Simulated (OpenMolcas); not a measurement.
**Ir⁶⁺ among point charges: CASSCF and CASPT2 levels and susceptibility**

Aim: the splitting of the states of Ir⁶⁺ in the field of 6 point charges, its lowest levels with spin-orbit coupling and its magnetic susceptibility.

Program: OpenMolcas 26.06. Level of theory: state-averaged CASSCF and CASPT2, spin-orbit coupling by RASSI with atomic mean-field integrals. These are calculated values, not measurements, unless marked.

## (1) The system

| Property | Result |
| --- | --- |
| Species | Ir⁶⁺ (iridium, Z = 77, 71 electrons) |
| Basis | ANO-RCC-VDZP [7s6p4d2f], 59 functions |
| Scalar Hamiltonian | DKH2, point nucleus |
| Inactive shells | 1s 2s 2p 3s 3p 3d 4s 4p 4d 4f 5s 5p |
| Active space | 3 electrons in 5 orbitals (5d) |
| Some configurations of this space | 5d3 |
| Orbitals | optimised for each spin and parity, averaged over all roots |

The outer shells:

5d3
```
5d [↑ ][↑ ][↑ ][  ][  ]
```

The ion sits among 6 point charges of -1.7 e arranged as a tetragonal octahedron (D4h), 2.26 Å from the ion, with the axial distance 2.350 Å.

Each step is its own input file, run in one work folder so that later steps find the files of earlier ones. Labels, J, g values, rates, χT and fits are worked out afterwards by a script from the matrices that RASSI stores. The input lists half of the charges; inversion (Group=XYZ) makes the rest.

## (2) Basis and integrals

Contents of a.inp:

```
&GATEWAY
Coord
1

Ir 0.0 0.0 0.0
Basis=ANO-RCC-VDZP
Group=XYZ
NoMove
AngMom=0.0 0.0 0.0
AMFI
XField
3 Angstrom 0
2.260000 0.000000 0.000000 -1.700000
0.000000 2.260000 0.000000 -1.700000
0.000000 0.000000 2.350400 -1.700000
&SEWARD
```

The run is started by

```bash
$ OMP_NUM_THREADS=1 MOLCAS_MEM=1689 MOLCAS_PROJECT=a pymolcas a.inp > a.log
```

Log:

```text
Basis set label: IR.ANO-RCC...7S6P4D2F.

      Electronic valence basis set:
      ------------------
      Associated Effective Charge  77.000000 au
      Associated Actual Charge     77.000000 au
      Nuclear Model: Point charge

      Shell  nPrim  nBasis  Cartesian Spherical Contaminant
         s      24       7        X
         p      21       6        X
         d      15       4                 X
         f      11       2                 X
                  Relativistic Douglas-Kroll-Hess integrals:
                    - DKH order of Hamiltonian: 2
                    - DKH order of Properties : 0
                  Atomic mean-field integrals
```

## (3) Reference wave functions, quartets of even parity, 10 roots

Contents of a.inp:

```
&RASSCF
FileOrb=start.orb
Symmetry=1
Spin=4
nActEl=3 0 0
Inactive=15 19
Ras2=5 0
CIRoot=10 10 1
SDav=10
CIMx=300
Iter=120 100
PrWF=0.3
OrbListing=Nothing
MaxOrb=0
>>> COPY $Project.JobIph JOB001
```

start.orb holds the contracted functions of the basis, ordered by shell, or the orbitals of the step before.

Log (excerpt; [...] marks lines left out):

```text
[...]
      Number of active orbitals                  5
[...]
      Spin quantum number                      1.5
[...]
      Active orbitals                            5   0
[...]
      Number of CSFs                            10
      Number of root(s) required                10
[...]
      Convergence after  7 iterations
[...]
      Natural orbitals and occupation numbers for root  1
      sym 1:   1.000000  -0.000000   0.000000   1.000000   1.000000
      Natural orbitals and occupation numbers for root  2
      sym 1:   0.991738   0.008262   1.000000   0.991738   0.008262
      Natural orbitals and occupation numbers for root  3
      sym 1:   0.991738   1.000000   0.008262   0.008262   0.991738
::    RASSCF root number  1 Total energy: -17816.66480538
::    RASSCF root number  2 Total energy: -17816.65123697
::    RASSCF root number  3 Total energy: -17816.65123697
[...]
::    RASSCF root number  7 Total energy: -17816.63961530
::    RASSCF root number  8 Total energy: -17816.58405048
::    RASSCF root number  9 Total energy: -17816.57909673
::    RASSCF root number 10 Total energy: -17816.57909673
```

## (4) Reference wave functions, doublets of even parity, 40 roots

Contents of a.inp:

```
&RASSCF
FileOrb=start.orb
Symmetry=1
Spin=2
nActEl=3 0 0
Inactive=15 19
Ras2=5 0
CIRoot=40 40 1
SDav=40
CIMx=300
Iter=120 100
PrWF=0.3
OrbListing=Nothing
MaxOrb=0
>>> COPY $Project.JobIph JOB002
```

Log (excerpt; [...] marks lines left out):

```text
[...]
      Number of active orbitals                  5
[...]
      Spin quantum number                      0.5
[...]
      Active orbitals                            5   0
[...]
      Number of CSFs                            40
      Number of root(s) required                40
[...]
      Convergence after  7 iterations
[...]
      Natural orbitals and occupation numbers for root  1
      sym 1:   0.954296   0.094436   0.154625   0.954296   0.842347
      Natural orbitals and occupation numbers for root  2
      sym 1:   0.967019   0.126628   0.124177   0.891088   0.891088
      Natural orbitals and occupation numbers for root  3
      sym 1:   1.008022   0.788046   0.107518   0.793209   0.303206
::    RASSCF root number  1 Total energy: -17816.58441382
::    RASSCF root number  2 Total energy: -17816.58383381
::    RASSCF root number  3 Total energy: -17816.58220012
[...]
::    RASSCF root number 27 Total energy: -17816.53394205
::    RASSCF root number 28 Total energy: -17816.52965708
::    RASSCF root number 29 Total energy: -17816.48950590
::    RASSCF root number 30 Total energy: -17816.48849217
```

## (5) State interaction with spin-orbit coupling

Contents of a.inp:

```
&RASSI
NrOfJobIphs=2 10 40
1 2 3 4 5 6 7 8 9 10
1 2 3 4 5 6 7 8 9 10 11 12 13 14 15 16 17 18 19 20 21 22 23 24 25 26 27
28 29 30 31 32 33 34 35 36 37 38 39 40
IphNames
JOB001
JOB002
EJob
SpinOrbit
DIPRint=1.0
SOCoupling=1000.0
Subsets=2
Property=9
'ANGMOM' 1 'ANGMOM' 2 'ANGMOM' 3 'MLTPL  1' 1 'MLTPL  1' 2 'MLTPL  1' 3
'AMFI' 1 'AMFI' 2 'AMFI' 3
SOProperty=3
'ANGMOM' 1 'ANGMOM' 2 'ANGMOM' 3
```

Log:

```text
SPIN-FREE ENERGIES:
  (Shifted by EMIN (a.u.) =     -17816.6648053816)

 SF State       Relative EMIN(au)   Rel lowest level(eV)    D:o, cm**(-1)      L_eff

     1             0.0000000000        0.0000000000              0.0000         3.0
     2             0.0135684085        0.3692152036           2977.9214         3.0
     3             0.0135684085        0.3692152036           2977.9214         3.0
     4             0.0151241835        0.4115499990           3319.3746         3.0
     5             0.0250163001        0.6807282057           5490.4433         3.0
     6             0.0251900791        0.6854569729           5528.5833         3.0
     7             0.0251900791        0.6854569729           5528.5833         3.0
    11             0.0803915585        2.1875657491          17643.9077         4.0
     8             0.0807549017        2.1974528215          17723.6523         1.1
    12             0.0809715678        2.2033486064          17771.2050         4.0
    13             0.0826052648        2.2478037667          18129.7600         4.1
    14             0.0826052648        2.2478037667          18129.7600         4.1
    15             0.0832051558        2.2641276320          18261.4209         4.1
    10             0.0857086531        2.3322512637          18810.8750         1.0
     9             0.0857086531        2.3322512637          18810.8750         1.0
    16             0.0871013769        2.3701492098          19116.5426         4.0
    17             0.0908737529        2.4728007897          19944.4834         3.9
    18             0.0908737529        2.4728007897          19944.4834         3.9
    19             0.0911642067        2.4807044400          20008.2307         3.9
    20             0.1032863579        2.8105649791          22668.7353         4.1
    21             0.1032863579        2.8105649791          22668.7353         4.1
    22             0.1042758696        2.8374909629          22885.9080         4.4
    23             0.1047248035        2.8497070778          22984.4376         4.6
    24             0.1087778128        2.9599950781          23873.9704         4.1
    25             0.1087778128        2.9599950781          23873.9704         4.1
    26             0.1116129305        3.0371425611          24496.2068         4.2
    27             0.1144385579        3.1140317995          25116.3603         4.1
    28             0.1150213705        3.1298909402          25244.2729         2.7
    29             0.1168811798        3.1804989292          25652.4539         3.7
    30             0.1168811798        3.1804989292          25652.4539         3.7
    31             0.1178184761        3.2060040595          25858.1666         4.7
    32             0.1178184761        3.2060040595          25858.1666         4.7
    33             0.1212584022        3.2996092189          26613.1431         4.8
    34             0.1231524565        3.3511490623          27028.8400         2.8
    35             0.1276980748        3.4748416366          28026.4879         3.0
    36             0.1276980748        3.4748416366          28026.4879         3.0
    37             0.1308633354        3.5609727655          28721.1823         3.3
    38             0.1351483026        3.6775726613          29661.6239         3.4
    39             0.1752994824        4.7701419251          38473.7893         3.0
    40             0.1763132099        4.7977268546          38696.2767         3.0
Eigenvalues of complex Hamiltonian:
   -----------------------------------
  (Shifted by EMIN (a.u.) =     -17816.6648053816)

 SO State       Relative EMIN(au)   Rel lowest level(eV)    D:o, cm**(-1)     J-value

     1            -0.0607580078        0.0000000000              0.0000         0.9
     2            -0.0607580078        0.0000000000              0.0000         0.9
     3            -0.0589920607        0.0480538691            387.5806         1.5
     4            -0.0589920607        0.0480538691            387.5806         1.5
     5            -0.0250539904        0.9715558070           7836.1260         1.4
     6            -0.0250539904        0.9715558070           7836.1260         1.4
     7            -0.0239699251        1.0010547283           8074.0509         2.4
     8            -0.0239699251        1.0010547283           8074.0509         2.4
     9            -0.0192590967        1.1292428996           9107.9582         2.0
    10            -0.0192590967        1.1292428996           9107.9582         2.0
    11             0.0045784046        1.7778943527          14339.6850         3.1
    12             0.0045784046        1.7778943527          14339.6850         3.1
    13             0.0047310761        1.7820487570          14373.1925         2.2
    14             0.0047310761        1.7820487570          14373.1925         2.2
    15             0.0059905635        1.8163211558          14649.6181         3.0
    16             0.0059905635        1.8163211558          14649.6181         3.0
    17             0.0087429086        1.8912162817          15253.6880         2.8
    18             0.0087429086        1.8912162817          15253.6880         2.8
    19             0.0205478060        2.2124439039          17844.5635         3.5
    20             0.0205478060        2.2124439039          17844.5635         3.5
    21             0.0210762609        2.2268238941          17960.5460         2.9
    22             0.0210762609        2.2268238941          17960.5460         2.9
    23             0.0234214220        2.2906389768          18475.2493         2.9
    24             0.0234214220        2.2906389768          18475.2493         2.9
    25             0.0236712699        2.2974376851          18530.0846         3.4
    26             0.0236712699        2.2974376851          18530.0846         3.4
    27             0.0292254868        2.4485756268          19749.0943         3.3
    28             0.0292254868        2.4485756268          19749.0943         3.3
    29             0.0326578481        2.5419749354          20502.4105         2.9
    30             0.0326578481        2.5419749354          20502.4105         2.9
    31             0.0333880850        2.5618456954          20662.6790         2.1
    32             0.0333880850        2.5618456954          20662.6790         2.1
    33             0.0412688452        2.7762921046          22392.3060         0.9
    34             0.0412688452        2.7762921046          22392.3060         0.9
    35             0.0688864960        3.5278066675          28453.6797         2.9
    36             0.0688864960        3.5278066675          28453.6797         2.9
    37             0.0698162495        3.5531065499          28657.7370         3.4
    38             0.0698162495        3.5531065499          28657.7370         3.4
    39             0.0708200720        3.5804219514          28878.0506         2.7
    40             0.0708200720        3.5804219514          28878.0506         2.7
    41             0.0761053547        3.7242418189          30038.0360         3.4
Weights of the five most important spin-orbit-free states for each spin-orbit state.

 SO State  Total energy (au)           Spin-free states, spin, and weights
 -------------------------------------------------------------------------------------------------------
    1        -0.060758       1 1.5  0.2174    3 1.5  0.1575    2 1.5  0.1575    4 1.5  0.0978    6 1.5  0.0883
    2        -0.060758       1 1.5  0.2174    3 1.5  0.1575    2 1.5  0.1575    4 1.5  0.0978    6 1.5  0.0883
    3        -0.058992       1 1.5  0.2327    4 1.5  0.1455    5 1.5  0.1311    2 1.5  0.0958    3 1.5  0.0958
    4        -0.058992       1 1.5  0.2327    4 1.5  0.1455    5 1.5  0.1311    2 1.5  0.0958    3 1.5  0.0958
    5        -0.025054       1 1.5  0.2324    3 1.5  0.1621    2 1.5  0.1621    4 1.5  0.1254    6 1.5  0.1219
    6        -0.025054       1 1.5  0.2324    3 1.5  0.1621    2 1.5  0.1621    4 1.5  0.1254    6 1.5  0.1219
    7        -0.023970       1 1.5  0.2401    5 1.5  0.1868    2 1.5  0.1188    3 1.5  0.1188    4 1.5  0.1179
    8        -0.023970       1 1.5  0.2401    5 1.5  0.1868    2 1.5  0.1188    3 1.5  0.1188    4 1.5  0.1179
    9        -0.019259       4 1.5  0.1746    6 1.5  0.1552    7 1.5  0.1552    5 1.5  0.1550    3 1.5  0.1525
   10        -0.019259       4 1.5  0.1746    6 1.5  0.1552    7 1.5  0.1552    5 1.5  0.1550    3 1.5  0.1525
   11         0.004578       1 1.5  0.2984    5 1.5  0.2233    3 1.5  0.0803    2 1.5  0.0803    7 1.5  0.0620
   12         0.004578       1 1.5  0.2984    5 1.5  0.2233    3 1.5  0.0803    2 1.5  0.0803    7 1.5  0.0620
```

These steps: 10 s of run time, 1 thread of Arm Neoverse V1, shared host.

States without spin-orbit coupling:

```tsv
state	degeneracy	E (cm-1)	free-ion L (%)
4B1	1	0	F (100)
4E	2	2978	F (100)
4B2	1	3319	F (100)
4A2	1	5490	F (97)
4E	2	5529	F (100)
2A1	1	17644	G (82)
4A2	1	17724	P (97)
2B1	1	17771	G (83)
2E	2	18130	G (81)
2A2	1	18261	G (78)
4E	2	18811	P (99)
2A1	1	19117	G (100)
2E	2	19944	G (94)
2B2	1	20008	G (95)
2E	2	22669	H (62)
2A2	1	22886	H (70)
2B2	1	22984	H (82)
2E	2	23874	H (63)
2B1	1	24496	H (65)
2A1	1	25116	H (62)
2A2	1	25244	P (68)
2E	2	25652	H (53)
2E	2	25858	H (84)
2A2	1	26613	H (86)
```

With spin-orbit coupling:

```
E (cm-1)  Degeneracy  Label  2S+1               g
     0.0           2   E3/2     4  0.50 0.50 1.41
   387.6           2   E1/2     4  0.18 1.13 1.13
    7836           2   E3/2     4  2.09 2.09 3.81
    8074           2   E1/2     4  1.28 3.34 3.34
    9108           2   E3/2     4  1.07 1.32 1.32
   14340           2   E3/2     4  0.86 3.81 3.81
   14373           2   E1/2     4  1.37 1.37 5.85
   14650           2   E1/2     4  1.47 3.46 3.46
   15254           2   E3/2     4  2.71 3.30 3.30
   17845           2   E3/2     4  1.62 3.68 3.68
   17961           2   E1/2     4  1.29 1.29 6.35
   18475           2   E1/2     4  2.33 2.33 3.93
   18530           2   E3/2     4  2.31 2.31 3.36
   19749           2   E1/2     4  4.14 4.14 4.96
   20502           2   E3/2     4  1.59 1.59 3.53
   20663           2   E1/2     4  1.77 1.77 2.62
   22392           2   E1/2     4  1.92 1.92 2.38
   28454           2   E1/2     2  1.60 1.60 3.16
   28658           2   E3/2     2  0.73 3.15 3.15
   28878           2   E1/2     2  1.33 1.33 2.53
   30038           2   E3/2     2  1.71 3.56 3.56
   30248           2   E1/2     2  2.69 3.69 3.69
   30350           2   E3/2     2  0.29 1.09 1.09
   30743           2   E3/2     2  1.53 1.53 2.32
```

The table of states holds 24 of 37 computed; the rest, higher up, is left out. Principal g values are given for doublets only; a zero marks a field direction without first-order Zeeman splitting.

Powder χT (cm³ K/mol): 0.08 at 2 K, 0.08 at 5 K, 0.08 at 10 K, 0.08 at 20 K, 0.08 at 50 K, 0.09 at 100 K, 0.10 at 150 K, 0.10 at 200 K, 0.11 at 250 K, 0.11 at 300 K.

(Part 1 of 2 ends here.)
